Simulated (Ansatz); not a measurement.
# H6C2SO2: properties at the relaxed cell

Aim: for H6C2SO2, relax it again with other functionals.

Method: DFT PBE+D3(BJ), scalar-relativistic, plane waves, PAW, unless a step's input says otherwise, in Ansatz 0.2.0.

## (1) The structure to begin with

It takes space group Cmcm (No. 63, orthorhombic). The conventional cell has a = 7.161 Å, b = 7.959 Å, c = 7.239 Å, α = 90.00°, β = 90.00°, γ = 90.00°. Around H (site symmetry m) lie 1 C at 1.10 Å. Around H (site symmetry 1) lie 1 C at 1.09 Å. C (site symmetry m) has 3 H at 1.09 to 1.10 Å as nearest neighbours. S (site symmetry m2m) has 2 O at 1.47 Å as nearest neighbours. Around O (site symmetry m) lie 1 S at 1.47 Å.

As a file:

```cif
data_structure
_symmetry_space_group_name_H-M 'Cmcm'
_symmetry_Int_Tables_number 63
_cell_length_a 7.1606
_cell_length_b 7.9588
_cell_length_c 7.2389
_cell_angle_alpha 90.000
_cell_angle_beta 90.000
_cell_angle_gamma 90.000
_cell_volume 412.55
loop_
_atom_site_label
_atom_site_type_symbol
_atom_site_symmetry_multiplicity
_atom_site_Wyckoff_symbol
_atom_site_fract_x
_atom_site_fract_y
_atom_site_fract_z
_atom_site_occupancy
H1 H 8 f 0.50000 0.70299 0.56638 1
H2 H 16 h 0.62597 0.85961 0.43597 1
C1 C 8 f 0.50000 0.78197 0.44250 1
S1 S 4 c 0.50000 0.64432 0.25000 1
O1 O 8 g 0.17422 0.04748 0.25000 1
```

It is the result of an earlier relaxation at this level (volume 9.38 Å³/atom; gap on the mesh: 6.22 eV).

## (2) The cell under PBEsol

Contents of input.yaml:

```yaml
crystal:
  lattice:
    - [3.5803104845, -3.9794168829, 0.0]
    - [3.5803104845, 3.9794168829, 0.0]
    - [0.0, 0.0, 7.2389012947]
  atoms:
    - { symbol: H, position: [0.7970146555, 0.2029853445, 0.5663753241] }
    - { symbol: H, position: [0.2029853445, 0.7970146555, 0.0663753241] }
    - { symbol: H, position: [0.2029853445, 0.7970146555, 0.4336246759] }
    - { symbol: H, position: [0.7970146555, 0.2029853445, 0.9336246759] }
    - { symbol: H, position: [0.7663590865, 0.4855870293, 0.4359688366] }
    - { symbol: H, position: [0.2336409135, 0.5144129707, 0.9359688366] }
    - { symbol: H, position: [0.4855870293, 0.7663590865, 0.5640311634] }
    - { symbol: H, position: [0.5144129707, 0.2336409135, 0.0640311634] }
    - { symbol: H, position: [0.2336409135, 0.5144129707, 0.5640311634] }
    - { symbol: H, position: [0.7663590865, 0.4855870293, 0.0640311634] }
    - { symbol: H, position: [0.5144129707, 0.2336409135, 0.4359688366] }
    - { symbol: H, position: [0.4855870293, 0.7663590865, 0.9359688366] }
    - { symbol: C, position: [0.7180306878, 0.2819693122, 0.442498689] }
    - { symbol: C, position: [0.2819693122, 0.7180306878, 0.942498689] }
    - { symbol: C, position: [0.2819693122, 0.7180306878, 0.557501311] }
    - { symbol: C, position: [0.7180306878, 0.2819693122, 0.057501311] }
    - { symbol: S, position: [0.8556765497, 0.1443234503, 0.25] }
    - { symbol: S, position: [0.1443234503, 0.8556765497, 0.75] }
    - { symbol: O, position: [0.1267432993, 0.2216978081, 0.25] }
    - { symbol: O, position: [0.8732567007, 0.7783021919, 0.75] }
    - { symbol: O, position: [0.2216978081, 0.1267432993, 0.75] }
    - { symbol: O, position: [0.7783021919, 0.8732567007, 0.25] }
basis:
  ecutwfc: 420
kpoints:
  mp_grid: { grid: [4, 4, 4] }
hamiltonian:
  xc: pbesol
scf:
  occupations: { method: gaussian, width: 0.02 }
output:
  forces: true
  stress: true
  eigenvalues: true
relax:
  adjacent_minimum: "off"
  f_tol: 0.005
  max_steps: 50
  cell: { stress_tol: 0.05 }
```

Run with:

```sh
$ ansatz run input.yaml --threads 8 --pin off --max-ram 22528MiB --backend cpu --events-out ev --progress --plain --runs-dir out
```

## (3) The cell under PBE

input.yaml: that of step 2 with these lines changed.

```diff
@@ -33,3 +33,3 @@
 hamiltonian:
-  xc: pbesol
+  xc: pbe
 scf:
```

## (4) The cell under LDA

input.yaml: that of step 3 with these lines changed.

```diff
@@ -33,3 +33,3 @@
 hamiltonian:
-  xc: pbe
+  xc: lda
 scf:
```

## (5) Relaxing with r2SCAN

input.yaml: that of step 4 with these lines changed.

```diff
@@ -29,3 +29,3 @@
 basis:
-  ecutwfc: 420
+  ecutwfc: 500
 kpoints:
@@ -33,3 +33,3 @@
 hamiltonian:
-  xc: lda
+  xc: r2scan
 scf:
```

(Steps that only read results are left out.)

Q: Predict the outcome of this session.

The runs gave:

The volumes rise in the order LDA, PBE+D3(BJ), r2SCAN, PBEsol, PBE, over 36.9 %. PBE+D3(BJ) comes nearest to the reported cell (+1.7 %).
